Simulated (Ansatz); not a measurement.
**TiC (TiC (100), 4 layers): a single-point run**

Wanted: a converged single-point run for TiC (TiC (100), 4 layers), and a check of what comes out. The structure is shown as the input types it.

Method: DFT, PBE, all-electron LAPW, scalar-relativistic, in Ansatz 0.2.0.

### Step 1. The starting structure

Symmetry: P4/nmm, No. 129, tetragonal system. The conventional cell has a = 3.064 Å, b = 3.064 Å, c = 22.499 Å, α = 90.00°, β = 90.00°, γ = 90.00°. Ti (site symmetry 4mm) has 5 C at 2.08 to 2.17 Å as nearest neighbours. Around C (site symmetry 4mm) lie 5 Ti at 2.17 to 2.22 Å. Ti (site symmetry 4mm) has 6 C at 2.15 to 2.22 Å as nearest neighbours. C (site symmetry 4mm) is surrounded by 6 Ti at 2.08 to 2.17 Å.

Coordinates:

```cif
data_structure
_symmetry_space_group_name_H-M 'P 1'
_symmetry_Int_Tables_number 1
_cell_length_a 3.0637
_cell_length_b 3.0637
_cell_length_c 22.4991
_cell_angle_alpha 90.000
_cell_angle_beta 90.000
_cell_angle_gamma 90.000
_cell_volume 211.18
loop_
_atom_site_label
_atom_site_type_symbol
_atom_site_fract_x
_atom_site_fract_y
_atom_site_fract_z
_atom_site_occupancy
Ti1 Ti 0.00000 0.00000 0.35924 1
C1 C 0.50000 0.50000 0.35388 1
Ti2 Ti 0.50000 0.50000 0.45260 1
C2 C 0.00000 0.00000 0.45189 1
Ti3 Ti 0.00000 0.00000 0.54740 1
C3 C 0.50000 0.50000 0.54811 1
Ti4 Ti 0.50000 0.50000 0.64076 1
C4 C 0.00000 0.00000 0.64612 1
```

### Step 2. Running it

Contents of input.yaml:

```yaml
crystal:
  lattice:
    - [3.0637012674, 0.0, 0.0]
    - [0.0, 3.0637012674, 0.0]
    - [0.0, 0.0, 22.4991]
  atoms:
    - { symbol: Ti, position: [0.0, 0.0, 0.359239402] }
    - { symbol: C, position: [0.5, 0.5, 0.3538824566] }
    - { symbol: Ti, position: [0.5, 0.5, 0.4526046766] }
    - { symbol: C, position: [0.0, 0.0, 0.4518929429] }
    - { symbol: Ti, position: [0.0, 0.0, 0.5473953172] }
    - { symbol: C, position: [0.5, 0.5, 0.5481070508] }
    - { symbol: Ti, position: [0.5, 0.5, 0.640760602] }
    - { symbol: C, position: [0.0, 0.0, 0.6461175508] }
kpoints:
  mp_grid: { grid: [13, 13, 1] }
scf:
  occupations: { method: gaussian, width: 5.0 }
  max_iter: 50
hamiltonian:
  xc: pbe
  pseudopotentials: { kind: all_electron, lapw: { basis_error: 0.001 } }
output:
  forces: true
  stress: true
  eigenvalues: true
efield:
  axis: 3
  amplitude: 0.2
  dipole_correction: true
```

Launch:

```
ansatz run input.yaml --threads 3 --pin off --max-ram 8192MiB --backend cpu --events-out ev --progress --plain --runs-dir out
```

Q: Will this input give a usable result? If not, why, and what should change?

This run ends as converged, with warnings (vacuum density over bound). It gives a largest force of 2.5 eV/Å, which is large; a structure far from rest gives such values too, whatever the setting.

In the input, scf.occupations.method is gaussian; scf.occupations.width is 5.0. Occupations are smeared over electronvolts, wider than many features of the bands.

The test: set scf.occupations.method to fermi_dirac and scf.occupations.width to 0.05.
